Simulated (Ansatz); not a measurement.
# C5H11FHfN2Si: a ladder of functionals and wavefunction methods

An exercise on one series of results from a longer session: the logs are not shown, and one member is left open.

Program: Ansatz 0.2.0, Gaussian basis. Level of theory: functionals in def2-TZVPP, the program's frozen cores in correlated methods. These are calculated values, not measurements.

Plan: LDA (SPW92), PBE-D4, revPBE-D4, BLYP-D4, r2SCAN-D4, B97M-V, PBE0-D4, B3LYP-D4, r2SCANh-D4, r2SCAN0-D4, HSE06-D4, BHLYP-D4, CAM-B3LYP-D4, LC-ωPBE, ωB97X-V, ωB97M-V, B2PLYP, PBE-QIDH; CCSD(T)/def2-SVP; CCSD(T)/def2-TZVPP; MP2/def2-QZVPP; extrapolation to the limit; RPA on PBE.

## Structure used throughout

An earlier PBE0-D4 in a triple-zeta def2 set relaxation fixed the geometry. Hf takes the def2 core potential; no spin-orbit term is included.

SMILES `[NH2][Hf]1234([NH2])([F])[C@@H]5[C@H]1[C@H]2[C@@]3([SiH3])[C@@H]54`, 21 atoms, charge 0, spin multiplicity 1.

Atoms are counted from 1 here; the program's logs count them from 0.

Bond lengths: N1–Hf2 2.040 Å, N1–H11 1.011 Å, N1–H12 1.010 Å, Hf2–N3 2.040 Å, Hf2–F4 1.932 Å, Hf2–C5 2.597 Å, Hf2–C6 2.564 Å, Hf2–C7 2.501 Å, Hf2–C8 2.490 Å, Hf2–C10 2.559 Å, N3–H13 1.007 Å, N3–H14 1.012 Å, C5–C6 1.416 Å, C5–C10 1.403 Å, C5–H15 1.080 Å, C6–C7 1.405 Å, C6–H16 1.080 Å, C7–C8 1.427 Å and more. Angles: Hf2–N1–H11 124.9°, Hf2–N1–H12 126.1°, H11–N1–H12 108.7°, N1–Hf2–N3 101.7°, N1–Hf2–F4 101.2°, N1–Hf2–C5 143.9°, N1–Hf2–C6 112.4°, N1–Hf2–C7 93.7°, N1–Hf2–C8 107.9°, N1–Hf2–C10 140.5°, N3–Hf2–F4 110.8°, N3–Hf2–C5 83.7°, N3–Hf2–C6 85.3°, N3–Hf2–C7 115.3°, N3–Hf2–C8 136.4°, N3–Hf2–C10 111.8°, F4–Hf2–C5 110.1°, F4–Hf2–C6 138.9° and more.

Set-up of the first run:

The input, in.yaml:

```yaml
crystal:
  periodic: [false, false, false]
  atoms:
    - {symbol: N, position_ang: [-0.557547, -1.987752, 1.527298]}
    - {symbol: Hf, position_ang: [0.044163, -0.082795, 1.112364]}
    - {symbol: N, position_ang: [-1.006783, 0.992392, 2.490905]}
    - {symbol: F, position_ang: [1.915235, -0.167054, 1.587060]}
    - {symbol: C, position_ang: [-0.398691, 1.973963, -0.410782]}
    - {symbol: C, position_ang: [-1.461135, 1.061964, -0.619325]}
    - {symbol: C, position_ang: [-0.926084, -0.104026, -1.192219]}
    - {symbol: C, position_ang: [0.483569, 0.063190, -1.334441]}
    - {symbol: Si, position_ang: [1.701704, -1.149739, -2.041696]}
    - {symbol: C, position_ang: [0.784820, 1.369621, -0.859458]}
    - {symbol: H, position_ang: [0.008434, -2.814771, 1.395864]}
    - {symbol: H, position_ang: [-1.490109, -2.272569, 1.789473]}
    - {symbol: H, position_ang: [-1.504791, 1.863975, 2.408647]}
    - {symbol: H, position_ang: [-1.010647, 0.705423, 3.461615]}
    - {symbol: H, position_ang: [-0.482774, 2.957402, 0.028598]}
    - {symbol: H, position_ang: [-2.498923, 1.228104, -0.368737]}
    - {symbol: H, position_ang: [-1.484163, -0.989580, -1.460017]}
    - {symbol: H, position_ang: [1.693076, -2.423167, -1.270760]}
    - {symbol: H, position_ang: [1.355860, -1.470098, -3.452310]}
    - {symbol: H, position_ang: [3.058884, -0.552006, -1.987431]}
    - {symbol: H, position_ang: [1.775894, 1.797524, -0.804636]}
basis:
  gaussian: {orbitals: def2-TZVPP}
hamiltonian: {xc: lda}
output: {orbitals: {seedname: orbitals}}
```

Steps of the session up to this table: LDA; PBE-D4 (GGA); revPBE-D4 (GGA); BLYP-D4 (GGA); r2SCAN-D4 (meta-GGA); B97M-V (meta-GGA); PBE0-D4 (hybrid); B3LYP-D4 (hybrid); r2SCANh-D4 (hybrid); r2SCAN0-D4 (hybrid); HSE06-D4 (hybrid); BHLYP-D4 (hybrid); CAM-B3LYP-D4 (range-separated); LC-ωPBE (range-separated); ωB97X-V (range-separated); ωB97M-V (range-separated); B2PLYP (double hybrid); PBE-QIDH (double hybrid).

One table of the session follows, with a row left open; its other results are not shown here.

It belongs to the step «Frontier levels by functional». 

```
  functional  HOMO (eV)  gap (eV)
 LDA (SPW92)      -5.77      4.11
      PBE-D4      -5.55      4.15
   revPBE-D4      -5.47      4.17
     BLYP-D4      -5.42      4.16
   r2SCAN-D4      -5.81      4.58
      B97M-V      -5.87      4.59
     PBE0-D4          ?         ?
    B3LYP-D4      -6.59      5.85
  r2SCANh-D4      -6.29      5.37
  r2SCAN0-D4      -6.99      6.55
    HSE06-D4      -6.41      5.49
    BHLYP-D4      -7.89      8.34
CAM-B3LYP-D4      -8.14      8.69
     LC-ωPBE      -9.47     11.10
     ωB97X-V      -9.12     10.66
     ωB97M-V      -9.03     10.21
```

**Question.** Estimate the row for PBE0-D4.

**Answer.** HOMO (eV): -6.81; gap (eV): 6.27. In the column «HOMO (eV)» it lies between r2SCAN0-D4 (-6.99) and B3LYP-D4 (-6.59).
